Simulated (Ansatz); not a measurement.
# C2H7CuOS: one species, many methods

The task here is to estimate one member of a computed series from the others.

Computed with Ansatz 0.2.0, Gaussian basis. Level: functionals in def2-TZVPP, the program's frozen cores in correlated methods.

The runs, in order: LDA (SPW92), PBE-D4, revPBE-D4, BLYP-D4, r2SCAN-D4, B97M-V, PBE0-D4, B3LYP-D4, r2SCANh-D4, r2SCAN0-D4, HSE06-D4, BHLYP-D4, CAM-B3LYP-D4, LC-ωPBE, ωB97X-V, ωB97M-V, B2PLYP, PBE-QIDH; CCSD(T)/def2-SVP; CCSD(T)/def2-TZVPP; MP2/def2-QZVPP; extrapolation to the limit; RPA on PBE.

### The geometry

An earlier PBE0-D4 in a triple-zeta def2 set relaxation fixed the geometry.

SMILES `C[S+](C)[Cu-][OH]`, 12 atoms, charge 0, spin multiplicity 1.

Atoms are counted from 1 here; the program's logs count them from 0.

Bond lengths: C1–S2 1.800 Å, C1–H6 1.089 Å, C1–H7 1.089 Å, C1–H8 1.091 Å, S2–C3 1.800 Å, S2–Cu4 2.146 Å, C3–H9 1.091 Å, C3–H10 1.089 Å, C3–H11 1.089 Å, Cu4–O5 1.786 Å, O5–H12 0.959 Å. Angles: S2–C1–H6 111.0°, S2–C1–H7 107.0°, S2–C1–H8 109.4°, H6–C1–H7 109.4°, H6–C1–H8 110.5°, H7–C1–H8 109.4°, C1–S2–C3 100.2°, C1–S2–Cu4 107.1°, C3–S2–Cu4 107.1°, S2–C3–H9 109.4°, S2–C3–H10 111.0°, S2–C3–H11 107.0°, H9–C3–H10 110.5°, H9–C3–H11 109.4°, H10–C3–H11 109.4°, S2–Cu4–O5 174.8°, Cu4–O5–H12 112.9°.

The first run:

in.yaml reads:

```yaml
crystal:
  periodic: [false, false, false]
  atoms:
    - {symbol: C, position_ang: [0.816736, 1.158062, 0.967988]}
    - {symbol: S, position_ang: [0.835223, 0.045234, -0.446795]}
    - {symbol: C, position_ang: [-0.470077, 0.778529, -1.446219]}
    - {symbol: Cu, position_ang: [0.115202, -1.857577, 0.236100]}
    - {symbol: O, position_ang: [-0.348343, -3.505940, 0.742408]}
    - {symbol: H, position_ang: [-0.165719, 1.175998, 1.438055]}
    - {symbol: H, position_ang: [1.550852, 0.781608, 1.679197]}
    - {symbol: H, position_ang: [1.104886, 2.159366, 0.645573]}
    - {symbol: H, position_ang: [-0.172554, 1.782520, -1.751310]}
    - {symbol: H, position_ang: [-1.411142, 0.808795, -0.898518]}
    - {symbol: H, position_ang: [-0.585829, 0.151361, -2.329233]}
    - {symbol: H, position_ang: [-1.192237, -3.533054, 1.196754]}
basis:
  gaussian: {orbitals: def2-TZVPP}
hamiltonian: {xc: lda}
output: {orbitals: {seedname: orbitals}}
```

Launch:

```sh
ansatz run in.yaml --threads 4 --pin off --events-out ev --progress --plain --max-ram 11315MiB
```

Among the steps run: LDA; PBE-D4 (GGA); revPBE-D4 (GGA); BLYP-D4 (GGA); r2SCAN-D4 (meta-GGA); B97M-V (meta-GGA); PBE0-D4 (hybrid); B3LYP-D4 (hybrid); r2SCANh-D4 (hybrid); r2SCAN0-D4 (hybrid); HSE06-D4 (hybrid); BHLYP-D4 (hybrid); CAM-B3LYP-D4 (range-separated); LC-ωPBE (range-separated); ωB97X-V (range-separated); ωB97M-V (range-separated); B2PLYP (double hybrid); PBE-QIDH (double hybrid).

One table of the session follows, with a row left open; its other results are not shown here.

It belongs to the step «Orbital energies across the functionals». 

```
  functional  HOMO (eV)  gap (eV)
 LDA (SPW92)      -4.83      3.47
      PBE-D4      -4.58      3.43
   revPBE-D4      -4.48      3.42
     BLYP-D4      -4.48      3.43
   r2SCAN-D4          ?         ?
      B97M-V      -4.80      3.80
     PBE0-D4      -5.98      5.72
    B3LYP-D4      -5.77      5.26
  r2SCANh-D4      -5.31      4.72
  r2SCAN0-D4      -6.16      6.06
    HSE06-D4      -5.57      4.94
    BHLYP-D4      -7.42      8.00
CAM-B3LYP-D4      -7.46      8.20
     LC-ωPBE      -8.75     10.65
     ωB97X-V      -8.44     10.17
     ωB97M-V      -8.45      9.77
```

Q: Estimate the row for r2SCAN-D4 from the others.

Worked estimate for «HOMO (eV)». Against the share of exact exchange, r2SCANh-D4 (0.1, -5.31), r2SCAN0-D4 (0.25, -6.16) give a slope of -5.67 per unit share; at 0 the line stands at -4.74.

As computed: HOMO (eV): -4.75; gap (eV): 3.84. In «HOMO (eV)» the line misses by +0.01.
